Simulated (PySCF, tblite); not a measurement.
# C7H4OS2: excited states, first hyperpolarisability

Aim: compute the excited states, first hyperpolarisability of C7H4OS2 (`O=Cc1cc2sccc2s1`).

Programs: tblite 0.8.0 and PySCF 2.14.0, with routines of our own; each step states its level. All values are computed. Atoms count from 0.

## 1. The starting structure

14 atoms, charge 0, multiplicity 1; geometry from: force field or distance geometry start.

## 2. Optimising the geometry with GFN2-xTB

What the job is given:

```
{"job": {"kind": "relax", "xc": "GFN2-xTB", "basis": "xTB"}, "charge": 0, "multiplicity": 1}
O      3.891000     0.910100     0.923000
C      3.192800     0.305900     0.037600
C      1.756600     0.224600     0.129000
C      0.933700    -0.404700    -0.787800
C     -0.376100    -0.300000    -0.416100
S     -1.905800    -0.993100    -1.320600
C     -3.064200    -0.364000    -0.175900
C     -2.281800     0.280500     0.745900
C     -0.943900     0.200800     0.449700
S      0.520500     0.870500     1.312500
H      3.760800    -0.159000    -0.756400
H      1.362500    -0.932000    -1.653300
H     -4.143000    -0.430400    -0.120700
H     -2.703800     0.790400     1.611200
```

Command:

```bash
$ OMP_NUM_THREADS=1 python excited_run.py task.json out
```

This one command runs all jobs of the session in turn.

Log:

```text
step      E/eV     max force
  0    -745.78138   19.980
  1    -747.84027    8.701
  2    -748.66329    3.512
  3    -749.07283    1.541
  4    -749.25657    1.619
  5    -749.34675    1.149
  6    -749.48878    1.226
  7    -749.52279    1.035
  8    -749.55536    0.661
  9    -749.58288    0.351
 10    -749.59343    0.223
 11    -749.59927    0.162
 12    -749.60078    0.162
 13    -749.60184    0.126
 14    -749.60300    0.119
 15    -749.60397    0.115
 16    -749.60475    0.080
 17    -749.60546    0.086
 18    -749.60620    0.084
 19    -749.60689    0.062
 20    -749.60747    0.066
 21    -749.60798    0.070
 22    -749.60850    0.072
 23    -749.60906    0.071
 24    -749.60963    0.066
 25    -749.61006    0.060
 26    -749.61030    0.050
 27    -749.61045    0.039
 28    -749.61056    0.034
 29    -749.61065    0.029
 30    -749.61070    0.022
 31    -749.61074    0.017
 32    -749.61077    0.020
 33    -749.61080    0.016
 34    -749.61081    0.013
 35    -749.61082    0.009
```

It took 0.45 s on 1 thread of Arm Neoverse N1, shared host; peak memory 0.18 GiB.

Step by step: (not every step is listed)

| step | energy from step 0 (eV) | largest force (eV/Å) |
| --- | --- | --- |
| 0 | 0.0000 | 19.9799 |
| 1 | -2.0589 | 8.7008 |
| 2 | -2.8819 | 3.5118 |
| 3 | -3.2914 | 1.5414 |
| 4 | -3.4752 | 1.6190 |
| 5 | -3.5654 | 1.1494 |
| 6 | -3.7074 | 1.2256 |
| 7 | -3.7414 | 1.0347 |
| 8 | -3.7740 | 0.6614 |
| 10 | -3.8120 | 0.2229 |
| 12 | -3.8194 | 0.1622 |
| 14 | -3.8216 | 0.1193 |
| 16 | -3.8234 | 0.0795 |
| 18 | -3.8248 | 0.0843 |
| 20 | -3.8261 | 0.0661 |
| 22 | -3.8271 | 0.0720 |
| 24 | -3.8283 | 0.0661 |
| 26 | -3.8289 | 0.0503 |
| 28 | -3.8292 | 0.0337 |
| 30 | -3.8293 | 0.0223 |
| 31 | -3.8294 | 0.0168 |
| 32 | -3.8294 | 0.0200 |
| 33 | -3.8294 | 0.0158 |
| 34 | -3.8294 | 0.0128 |
| 35 | -3.8294 | 0.0095 |

Close pairs (by a distance rule), those that changed most:

| bond | before (Å) | after (Å) | change (Å) |
| --- | --- | --- | --- |
| C4–C8 | 1.150 | 1.399 | +0.249 |
| C4–S5 | 1.907 | 1.731 | -0.177 |
| C8–S9 | 1.827 | 1.720 | -0.107 |
| C2–S9 | 1.829 | 1.752 | -0.077 |
| O0–C1 | 1.279 | 1.207 | -0.072 |
| C7–C8 | 1.373 | 1.409 | +0.036 |
| C3–C4 | 1.366 | 1.396 | +0.030 |
| C1–H10 | 1.081 | 1.109 | +0.027 |

The next job starts from the end point, and lists it.

## 3. Vibrational analysis with GFN2-xTB

What the job is given:

```
{"job": {"kind": "ir", "xc": "GFN2-xTB", "basis": "xTB"}, "charge": 0, "multiplicity": 1}
O      3.663038     0.941071     0.997624
C      3.055756     0.348205     0.139713
C      1.623683     0.189915     0.081212
C      0.895228    -0.477803    -0.878691
C     -0.473176    -0.423378    -0.608464
S     -1.901782    -1.028399    -1.375647
C     -2.878621    -0.326785    -0.132976
C     -2.172982     0.334639     0.820681
C     -0.790037     0.284367     0.555596
S      0.618490     0.893402     1.331462
H      3.577812    -0.141400    -0.707136
H      1.336291    -0.973757    -1.723876
H     -3.942152    -0.451090    -0.187454
H     -2.612228     0.830541     1.665791
```

Log:

```text
mode    cm-1     km/mol
  1      79.0      3.60
  2     129.3      7.21
  3     161.9      8.41
  4     212.3      0.71
  5     292.9      1.27
  6     315.6      1.80
  7     401.5      2.60
  8     428.5      0.69
  9     457.2      0.17
 10     480.5      1.07
 11     584.1      7.04
 12     596.6      0.07
 13     648.5     21.92
 14     690.5      9.40
 15     753.6     16.44
 16     780.0     14.80
 17     810.0      8.69
 18     824.9     18.07
 19     827.1      6.04
 20     907.4     13.37
 21     908.2      0.49
 22    1069.4      2.79
 23    1114.3     28.92
 24    1159.4     22.61
 25    1177.4    138.94
 26    1313.9     41.22
 27    1357.3     28.41
 28    1380.4     24.43
 29    1432.6     62.22
 30    1479.9     56.47
 31    1494.9    105.19
 32    1721.3    555.43
 33    2750.2    128.56
 34    3139.9      2.87
 35    3146.8      2.10
 36    3164.8      2.10
```

Run time: 0.94 s. Hardware: 1 thread of Arm Neoverse N1, shared host; peak memory 0.18 GiB.

Which atoms move in the most intense modes:

| cm⁻¹ | km/mol | atoms |
| --- | --- | --- |
| 1114 | 28.9 | H11 53 %, H12 12 %, C8 12 % |
| 1177 | 138.9 | C2 56 %, C1 19 %, H11 11 % |
| 1314 | 41.2 | C4 28 %, C8 28 %, H10 12 % |
| 1433 | 62.2 | C4 44 %, C8 26 %, C3 17 % |
| 1480 | 56.5 | C7 34 %, C6 31 %, C2 17 % |
| 1495 | 105.2 | C2 34 %, C3 23 %, C7 13 %, C6 10 % |
| 1721 | 555.4 | C1 60 %, O0 39 % |
| 2750 | 128.6 | H10 94 % |

## 4. Excited states: TDA CAM-B3LYP/def2-SVP

Settings changed since step 3:

```diff
@@ -1,2 +1,2 @@
-{"job": {"kind": "ir", "xc": "GFN2-xTB", "basis": "xTB"}, "charge": 0, "multiplicity": 1}
+{"job": {"kind": "states", "xc": "CAM-B3LYP", "basis": "def2-SVP", "tda": true, "soc": true, "nstates": 5, "ntriplets": 6, "nquad": 4}, "charge": 0, "multiplicity": 1}
 O      3.663038     0.941071     0.997624
```

Method: TDA CAM-B3LYP/def2-SVP excited states, vertical, gas phase, spin-orbit mean-field couplings.

Log:

```text
coarse grid: 14416 points
cycle   1  E = -1139.7606958450  dE =  2.502e+00  |g| = 8.342e-01  |ddm| = 4.948e+00
cycle   2  E = -1139.4570516168  dE =  3.036e-01  |g| = 1.524e+00  |ddm| = 3.641e+00
cycle   3  E = -1139.9222162637  dE = -4.652e-01  |g| = 7.474e-02  |ddm| = 2.641e+00
cycle   4  E = -1139.9230955937  dE = -8.793e-04  |g| = 6.329e-02  |ddm| = 1.701e-01
cycle   5  E = -1139.9241709106  dE = -1.075e-03  |g| = 1.559e-02  |ddm| = 9.054e-02
cycle   6  E = -1139.9242414860  dE = -7.058e-05  |g| = 6.247e-03  |ddm| = 2.985e-02
cycle   7  E = -1139.9242547067  dE = -1.322e-05  |g| = 2.260e-03  |ddm| = 1.321e-02
cycle   8  E = -1139.9242571265  dE = -2.420e-06  |g| = 5.805e-04  |ddm| = 7.943e-03
final grid: 134648 points
cycle   9  E = -1140.0715346252  dE = -2.560e-05  |g| = 2.885e-03  |ddm| = 2.193e-02
cycle  10  E = -1140.0715336976  dE =  9.276e-07  |g| = 3.682e-03  |ddm| = 6.656e-03
cycle  11  E = -1140.0715368115  dE = -3.114e-06  |g| = 5.834e-04  |ddm| = 4.679e-03
cycle  12  E = -1140.0715368750  dE = -6.350e-08  |g| = 2.155e-04  |ddm| = 8.607e-04
cycle  13  E = -1140.0715368859  dE = -1.089e-08  |g| = 6.888e-05  |ddm| = 3.552e-04
cycle  14  E = -1140.0715368873  dE = -1.370e-09  |g| = 1.996e-05  |ddm| = 1.156e-04
cycle  15  E = -1140.0715368875  dE = -1.896e-10  |g| = 1.267e-05  |ddm| = 4.581e-05
converged SCF energy = -1140.0715368875

Singlet excitations
state   eV       nm        f     d(h-e)  d(exc)  Lambda  PR(NTO)  |dmu|/D   mu/D   main configurations
  1   3.9010   317.8   0.00018   1.374   2.894   0.397   1.005    3.698    1.246   H-2->L 0.84, H-2->L+1 0.11
  2   4.6752   265.2   0.19357   1.310   3.656   0.761   1.147    3.645    7.279   H-1->L 0.56, H->L 0.37
  3   4.7467   261.2   0.55025   0.891   3.395   0.768   1.143    2.221    5.912   H->L 0.55, H-1->L 0.37
  4   6.1156   202.7   0.00345   0.445   3.490   0.724   1.774    1.248    4.989   H-3->L 0.67, H-1->L+1 0.14, H->L+1 0.14
  5   6.3389   195.6   0.00002   0.267   2.920   0.526   1.173                     H-1->L+2 0.47, H->L+2 0.42

Triplet excitations (Tamm-Dancoff)
state   eV     d(h-e)  d(exc)  Lambda  PR(NTO)   main configurations
  1   2.8046   0.364   3.193   0.796   1.107   H->L 0.85
  2   3.3573   1.242   2.761   0.393   1.005   H-2->L 0.79, H-2->L+1 0.12
  3   3.4777   0.655   3.260   0.741   1.045   H-1->L 0.87
  4   4.3358   0.118   2.589   0.761   1.863   H->L+1 0.52, H-3->L 0.31
  5   5.1176   0.328   2.833   0.707   2.084   H-1->L+1 0.49, H-3->L 0.20, H-4->L 0.14
  6   5.9164   0.206   2.796   0.759   2.108   H->L+4 0.32, H-8->L 0.21, H-3->L 0.09
S1 - T1 = 1.0964 eV

Spin-orbit couplings |<S|Hso|T>| (cm-1)
             T1       T2       T3       T4       T5       T6
S0        0.039   44.970    0.076    0.082    0.995    0.964
S1       13.425    0.234   18.428    9.765   22.608   26.180
S2        0.005   12.865    0.013    0.008    0.031    0.049
S3        0.048   18.405    0.246    0.017    0.018    0.023
S4        0.019    8.128    0.076    0.028    0.022    0.020
S5        2.343    0.031    3.089   23.554   19.819    4.233
T1 sublevels (cm-1): 0.000 0.000 0.018   radiative rates (1/s): 0.00129 0.0402 0.279
```

It took 62 s on 1 thread of Arm Neoverse N1, shared host; peak memory 0.79 GiB.

Key values:

| quantity | value |
| --- | --- |
| S1 less T1 | 1.10 eV |

## 5. First hyperpolarisability: quadratic response BHandHLYP/def2-SVPD

Settings changed since step 4:

```diff
@@ -1,2 +1,2 @@
-{"job": {"kind": "states", "xc": "CAM-B3LYP", "basis": "def2-SVP", "tda": true, "soc": true, "nstates": 5, "ntriplets": 6, "nquad": 4}, "charge": 0, "multiplicity": 1}
+{"job": {"kind": "beta", "xc": "BHandHLYP", "basis": "def2-SVPD", "wavelengths": [1907, 1340]}, "charge": 0, "multiplicity": 1}
 O      3.663038     0.941071     0.997624
```

With the program's defaults for keys left out, this is: quadratic response BHandHLYP/def2-SVPD first hyperpolarisability, Taylor convention, gas phase.

Log:

```text
coarse grid: 14416 points
cycle   1  E = -1139.8101030707  dE =  2.581e+00  |g| = 7.585e-01  |ddm| = 9.328e+00
cycle   2  E = -1139.6221718890  dE =  1.879e-01  |g| = 1.275e+00  |ddm| = 4.141e+00
cycle   3  E = -1139.9510985437  dE = -3.289e-01  |g| = 7.373e-02  |ddm| = 2.941e+00
cycle   4  E = -1139.9520369812  dE = -9.384e-04  |g| = 6.041e-02  |ddm| = 3.447e-01
cycle   5  E = -1139.9530231996  dE = -9.862e-04  |g| = 1.453e-02  |ddm| = 2.055e-01
cycle   6  E = -1139.9530851737  dE = -6.197e-05  |g| = 5.749e-03  |ddm| = 5.338e-02
cycle   7  E = -1139.9530962401  dE = -1.107e-05  |g| = 1.953e-03  |ddm| = 2.258e-02
cycle   8  E = -1139.9530980444  dE = -1.804e-06  |g| = 5.458e-04  |ddm| = 1.013e-02
final grid: 134648 points
cycle   9  E = -1140.0467460491  dE = -1.669e-05  |g| = 2.192e-03  |ddm| = 1.246e-01
cycle  10  E = -1140.0467455855  dE =  4.636e-07  |g| = 2.755e-03  |ddm| = 1.104e-02
cycle  11  E = -1140.0467473453  dE = -1.760e-06  |g| = 3.816e-04  |ddm| = 8.058e-03
cycle  12  E = -1140.0467473743  dE = -2.902e-08  |g| = 1.858e-04  |ddm| = 1.071e-03
cycle  13  E = -1140.0467473828  dE = -8.500e-09  |g| = 5.079e-05  |ddm| = 5.479e-04
cycle  14  E = -1140.0467473836  dE = -8.345e-10  |g| = 1.779e-05  |ddm| = 1.807e-04
converged SCF energy = -1140.0467473836

Lowest singlets (eV, f): 4.1282 0.0003  4.3732 0.4720  4.5261 0.0785

First hyperpolarisability (au)
process     nm      |vector|   parallel      HRS      DR
static         -      792.48     395.65     346.38   4.246
shg       1907.0      906.67     458.09     393.49   4.359
eope      1907.0      828.02     415.07          -       -
shg       1340.0     1051.68     537.56     453.16   4.479
eope      1340.0      866.98     436.37          -       -
```

It took 84 s on 1 thread of Arm Neoverse N1, shared host; peak memory 0.99 GiB.

## 6. Outcome

| quantity | value |
| --- | --- |
| strongest single infrared mode (GFN2-xTB) | 1721 cm⁻¹, 555 km/mol |
| zero-point energy (GFN2-xTB) | 54.6 kcal/mol |
| S1 less T1 (step 4, TDA CAM-B3LYP/def2-SVP) | 1.10 eV |
| β vector (step 5, quadratic response BHandHLYP/def2-SVPD) | static 792, SHG 1907.0 nm 907, SHG 1340.0 nm 1052 au |

**Reading.** All 36 modes are real, so the xTB geometry is a minimum. The strongest single mode, at 1721 cm⁻¹, moves mainly C1 and O0. Unscaled tight-binding wavenumbers are off by several per cent, some by more. Its intensities can rank the bands wrongly. In step 4, the number of triplets below S1 is 3, and the largest singlet-triplet spin-orbit coupling is S0–T2, 44.97 cm⁻¹. β grows from 792 au (static) to 1052 au for doubling at 1340.0 nm: normal dispersion, which grows as twice the photon energy moves toward the bright states.
